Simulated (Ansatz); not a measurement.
The system is K3Ge.

```
Ge K
1.0
     0.00000    4.31101    4.31101
     4.31101    0.00000    4.31101
     4.31101    4.31101    0.00000
Ge K
1 3
Direct
  0.00000 0.00000 0.00000
  0.50000 0.50000 0.50000
  0.75000 0.75000 0.75000
  0.25000 0.25000 0.25000
```

The cell comes from a database or a generator and needn't be the stable form of this composition.

| Quantity | Value |
| --- | --- |
| Program | Ansatz 0.2.0 |
| Task | relaxation of cell and atoms |
| Functional | PBEsol |
| Dispersion | D4 |
| Potentials or basis | Ansatz PAW |
| Cutoff | 420 eV (not typed: the program's choice for these potentials) |
| k mesh | 6 × 6 × 6 |
| Occupations | fermi-dirac, width 0.05 eV |
| Spin | no spin polarisation |

At the start: volume 40.06 Å³/atom.

Problem. Where does the relaxation end?

Solution. It ends after 5 steps and the volume is 36.75 Å³/atom (-8.3 %); space group Fm-3m (No. 225, to 0.05 Å).

Step by step:
```tsv
step	energy change (eV)	largest force (eV/Å)	volume (Å³)
1	0.0000	0.0000	160.24
2	-0.0143	0.0000	156.83
3	-0.0337	0.0000	145.26
4	-0.0342	0.0000	146.98
5	-0.0338	0.0000	146.98
```

Final structure:
```
CELL_PARAMETERS angstrom
0.00000 4.18869 4.18869
4.18869 0.00000 4.18869
4.18869 4.18869 0.00000
ATOMIC_POSITIONS crystal
Ge 0.00000 0.00000 0.00000
K 0.50000 0.50000 0.50000
K 0.75000 0.75000 0.75000
K 0.25000 0.25000 0.25000
```

Caveat: the plane-wave basis is chosen anew once the cell has moved, so the energies of steps on either side of that aren't comparable; pairwise dispersion overbinds metals, which lowers pressure and volume; the PAW data sets come from PBE, with cores solved anew for the run's functional, which leaves a small shift of forces and pressure.
